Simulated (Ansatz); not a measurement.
# C2H5FGaN: up Jacob's ladder to CCSD(T)

One table from this session's results is given with a row withheld; the runs are named, their logs left out.

The runs use Ansatz 0.2.0, Gaussian basis; functionals in def2-TZVPP, the program's frozen cores in correlated methods.

Levels to be run: LDA (SPW92), PBE-D4, revPBE-D4, BLYP-D4, r2SCAN-D4, B97M-V, PBE0-D4, B3LYP-D4, r2SCANh-D4, r2SCAN0-D4, HSE06-D4, BHLYP-D4, CAM-B3LYP-D4, LC-ωPBE, ωB97X-V, ωB97M-V, B2PLYP, PBE-QIDH; CCSD(T)/def2-SVP; CCSD(T)/def2-TZVPP; MP2/def2-QZVPP; extrapolation to the limit; RPA on PBE.

## The geometry

The geometry comes from an earlier relaxation with PBE0-D4 in a triple-zeta def2 set; it is a stationary point, not always the lowest conformer.

SMILES `[CH3][GaH][C](=N)F`, 10 atoms, charge 0, spin multiplicity 1.

Atoms are counted from 1 here; the program's logs count them from 0.

Bond lengths: C1–Ga2 1.954 Å, C1–H6 1.094 Å, C1–H7 1.092 Å, C1–H8 1.090 Å, Ga2–C3 1.999 Å, Ga2–H9 1.566 Å, C3–N4 1.249 Å, C3–F5 1.367 Å, N4–H10 1.023 Å. Angles: Ga2–C1–H6 109.2°, Ga2–C1–H7 109.7°, Ga2–C1–H8 112.5°, H6–C1–H7 107.4°, H6–C1–H8 108.1°, H7–C1–H8 109.7°, C1–Ga2–C3 116.4°, C1–Ga2–H9 126.6°, C3–Ga2–H9 116.9°, Ga2–C3–N4 121.0°, Ga2–C3–F5 118.0°, N4–C3–F5 120.9°, C3–N4–H10 112.9°.

The first run:

Contents of in.yaml:

```yaml
crystal:
  periodic: [false, false, false]
  atoms:
    - {symbol: C, position_ang: [-1.626356, -0.829673, -0.064691]}
    - {symbol: Ga, position_ang: [-0.154864, -0.020414, 0.933914]}
    - {symbol: C, position_ang: [1.431202, 0.562175, -0.134479]}
    - {symbol: N, position_ang: [1.294978, 1.278190, -1.149246]}
    - {symbol: F, position_ang: [2.672630, 0.204910, 0.311809]}
    - {symbol: H, position_ang: [-1.401290, -1.885027, -0.246884]}
    - {symbol: H, position_ang: [-1.723340, -0.343157, -1.036965]}
    - {symbol: H, position_ang: [-2.574187, -0.773457, 0.470856]}
    - {symbol: H, position_ang: [-0.107129, 0.246426, 2.476512]}
    - {symbol: H, position_ang: [2.188345, 1.560016, -1.560837]}
basis:
  gaussian: {orbitals: def2-TZVPP}
hamiltonian: {xc: lda}
output: {orbitals: {seedname: orbitals}}
```

Launch:

```
ansatz run in.yaml --threads 2 --pin off --events-out ev --progress --plain --max-ram 22528MiB --backend cpu
```

Among the steps run: LDA; PBE-D4 (GGA); revPBE-D4 (GGA); BLYP-D4 (GGA); r2SCAN-D4 (meta-GGA); B97M-V (meta-GGA); PBE0-D4 (hybrid); B3LYP-D4 (hybrid); r2SCANh-D4 (hybrid); r2SCAN0-D4 (hybrid); HSE06-D4 (hybrid); BHLYP-D4 (hybrid); CAM-B3LYP-D4 (range-separated); LC-ωPBE (range-separated); ωB97X-V (range-separated); ωB97M-V (range-separated); B2PLYP (double hybrid); PBE-QIDH (double hybrid).

One table of the session follows, with a row left open; its other results are not shown here.

It belongs to the step «Orbital energies across the functionals». 

```
  functional  HOMO (eV)  LUMO (eV)  gap (eV)
 LDA (SPW92)          ?          ?         ?
      PBE-D4      -6.65      -2.51      4.14
   revPBE-D4      -6.59      -2.38      4.21
     BLYP-D4      -6.55      -2.46      4.09
   r2SCAN-D4      -6.97      -2.29      4.68
      B97M-V      -7.13      -2.44      4.69
     PBE0-D4      -8.06      -1.68      6.38
    B3LYP-D4      -7.84      -1.97      5.87
  r2SCANh-D4      -7.49      -1.99      5.51
  r2SCAN0-D4      -8.28      -1.55      6.73
    HSE06-D4      -7.66      -2.05      5.61
    BHLYP-D4      -9.40      -0.92      8.48
CAM-B3LYP-D4      -9.47      -0.78      8.69
     LC-ωPBE     -10.77       0.46     11.23
     ωB97X-V     -10.46       0.29     10.75
     ωB97M-V     -10.34       0.07     10.41
```

**Question.** Estimate the row for LDA (SPW92).

As computed: HOMO (eV): -6.77; LUMO (eV): -2.79; gap (eV): 3.99. In the column «HOMO (eV)» it lies between r2SCAN-D4 (-6.97) and PBE-D4 (-6.65).
